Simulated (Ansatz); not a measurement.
# GaC4: a trial structure relaxed

Where does this trial cell of GaC4 go when cell and atoms are let free?

Method: DFT PBE, scalar-relativistic, plane waves, PAW, in Ansatz 0.2.0.

## 1. Starting point

Symmetry: Pm-3m, No. 221, cubic system. Conventional cell: a = 3.698 Å, b = 3.698 Å, c = 3.698 Å, α = 90.00°, β = 90.00°, γ = 90.00°. Ga (site symmetry m-3m) has 12 C at 2.61 Å as nearest neighbours. C (site symmetry 4/mmm) has 10 C at 1.85 to 2.61 Å and 4 Ga at 2.61 Å as nearest neighbours. C (site symmetry m-3m) has 6 C at 1.85 Å as nearest neighbours.

Coordinates:

```cif
data_structure
_symmetry_space_group_name_H-M 'Pm-3m'
_symmetry_Int_Tables_number 221
_cell_length_a 3.6978
_cell_length_b 3.6978
_cell_length_c 3.6978
_cell_angle_alpha 90.000
_cell_angle_beta 90.000
_cell_angle_gamma 90.000
_cell_volume 50.56
loop_
_atom_site_label
_atom_site_type_symbol
_atom_site_symmetry_multiplicity
_atom_site_Wyckoff_symbol
_atom_site_fract_x
_atom_site_fract_y
_atom_site_fract_z
_atom_site_occupancy
Ga1 Ga 1 a 0.00000 0.00000 0.00000 1
C1 C 3 c 0.00000 0.50000 0.50000 1
C2 C 1 b 0.50000 0.50000 0.50000 1
```

A structure generator made this guess: random cell by space group and Wyckoff sites (Pm-3m, No. 221). Its size is a rough estimate.

## 2. A first look at the guess

Input file input.yaml:

```yaml
crystal:
  lattice:
    - [3.69780244, 0.0, 0.0]
    - [0.0, 3.69780244, 0.0]
    - [0.0, 0.0, 3.69780244]
  atoms:
    - { symbol: Ga, position: [0.0, 0.0, 0.0] }
    - { symbol: C, position: [0.0, 0.5, 0.5] }
    - { symbol: C, position: [0.5, 0.0, 0.5] }
    - { symbol: C, position: [0.5, 0.5, 0.0] }
    - { symbol: C, position: [0.5, 0.5, 0.5] }
basis:
  ecutwfc: 420
kpoints:
  mp_grid: { grid: [6, 6, 6] }
hamiltonian:
  xc: pbe
scf:
  occupations: { method: gaussian, width: 0.1 }
  lower_state_search: "off"
output:
  forces: true
  stress: true
  eigenvalues: true
```

Command:

```sh
$ ansatz run input.yaml --threads 1 --pin off --max-ram 2048MiB --backend cpu --events-out ev --progress --plain --runs-dir out
```

The session goes on with these runs: spin check on a coarse mesh; rough relaxation on the coarse mesh; relaxation on the finer mesh.

Before running it: what results should come out? Wanted: conventional cell; volume; energy over the elements; gap on the mesh.

The runs gave:

| quantity | value |
| --- | --- |
| symmetry at the end (tolerance 0.05 Å) | space group Pm-3m (No. 221) |
| conventional cell | a = 3.480 Å, b = 3.480 Å, c = 3.480 Å, α = 90.00°, β = 90.00°, γ = 90.00° |
| volume | 8.43 Å³/atom |
| energy over the elements | +2.94 eV/atom |
| gap on the mesh | none (metal) |

The space group Pm-3m (No. 221) is kept, and the volume per atom shrinks by 16.6 % from the first guess. With a positive formation energy it can't be a ground state. No finished test with a distortion of lower symmetry is shown, so the end may be a saddle point. Other magnetic orders were not searched.
